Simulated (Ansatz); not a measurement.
**B₂FH₂NO: an energy map over bond length N3–H7 and angle H7–N3–B4**

How does the energy of B₂FH₂NO, SMILES OB1NB1F change over two coordinates at once? A grid of runs gives the map.

Computed with Ansatz 0.2.0. Level: RKS BHLYP-D4/def2-TZVP.

### Step 1. Starting geometry

SMILES `OB1NB1F`, 7 atoms, charge 0, spin multiplicity 1.

Atoms are counted from 1 here; the program's logs count them from 0.

Bond lengths: O1–B2 1.357 Å, O1–H6 0.974 Å, B2–N3 1.439 Å, B2–B4 1.618 Å, N3–B4 1.419 Å, N3–H7 1.028 Å, B4–F5 1.331 Å. Angles: B2–O1–H6 111.1°, O1–B2–N3 134.1°, O1–B2–B4 171.0°, N3–B2–B4 55.0°, B2–N3–B4 68.9°, B2–N3–H7 144.4°, B4–N3–H7 146.7°, B2–B4–N3 56.1°, B2–B4–F5 168.9°, N3–B4–F5 135.0°.

Geometry (Å):

```xyz
7

O    -1.28933    0.17094    1.32636
B    -0.38709    0.14996    0.31360
N     0.63703   -0.77416   -0.09539
B     0.58776    0.34853   -0.96183
F     1.26026    0.73233   -2.04417
H    -1.83766    0.97469    1.29137
H     1.09032   -1.67029    0.12435
```

This geometry comes from a loose relaxation at PBE in a small basis, which is not shown.

### Step 3. The grid

The axes are (1) bond length N3–H7: 13 values from 0.882 to 1.253 Å; (2) angle H7–N3–B4: 13 values from 111.4 to 179.0 °.

Nothing else is relaxed (all other coordinates rigid). Energies count from the relaxed molecule at the same level.

(The set-up runs are not shown.)

### Step 4. The run at bond length N3–H7 = 1.253 Å, angle H7–N3–B4 = 122.7°

File input.yaml:

```yaml
crystal:
  periodic: [false, false, false]
  atoms:
    - { symbol: O, position_ang: [-1.270941, 0.181037, 1.296868] }
    - { symbol: B, position_ang: [-0.374911, 0.14742, 0.30212] }
    - { symbol: "N", position_ang: [0.629711, -0.764013, -0.095111] }
    - { symbol: B, position_ang: [0.587113, 0.335009, -0.94974] }
    - { symbol: F, position_ang: [1.245116, 0.717713, -2.015142] }
    - { symbol: H, position_ang: [-1.825553, 0.952699, 1.295536] }
    - { symbol: H, position_ang: [1.440692, -1.707283, -0.24531] }
basis:
  gaussian: { orbitals: def2-TZVP }
hamiltonian:
  xc: { name: BHLYP }
  dispersion: d4
output:
  forces: true
```

Run with:

```
$ ansatz run input.yaml --threads 1 --pin off --max-ram 2560MiB --backend cpu --events-out ev --progress --plain --runs-dir out
```

Further runs follow: the other points that were computed.

Q: Predict the outcome of this session. Wanted: lowest point; highest computed point; dipole moment; largest force on an atom.

As calculated:

```
                       quantity                                                                                                                                                   value
                   lowest point                                                                                       bond length N3–H7 = 1.005 Å, angle H7–N3–B4 = 145.2°, 0.08 kJ/mol
         highest computed point                                                                       bond length N3–H7 = 1.253 Å, angle H7–N3–B4 = 111.4°, 135 kJ/mol above the lowest
              dipole moment (D)  0.28 at bond length N3–H7 = 1.253 Å, angle H7–N3–B4 = 111.4° to 1.98 at bond length N3–H7 = 1.253 Å, angle H7–N3–B4 = 179.0°; 1.14 at the lowest point
largest force on an atom (eV/Å)     0.2 at bond length N3–H7 = 1.005 Å, angle H7–N3–B4 = 145.2° to 8.7 at bond length N3–H7 = 0.882 Å, angle H7–N3–B4 = 111.4°; 0.2 at the lowest point
        time for the whole task                                                                                                                        6.7 min on 1 thread, shared host
```

The lowest computed point is at bond length N3–H7 = 1.005 Å, angle H7–N3–B4 = 145.2°, 0.08 kJ/mol from the relaxed molecule at the same level. The grid is coarse, so the lowest point of the scanned range may lie between grid points; coordinates that were held can hide deeper minima. The grid shows no other well, apart from its symmetry copies. The highest computed point, bond length N3–H7 = 1.253 Å, angle H7–N3–B4 = 111.4°, lies 135 kJ/mol above the lowest. Round the minimum the two coordinates are nearly uncoupled.
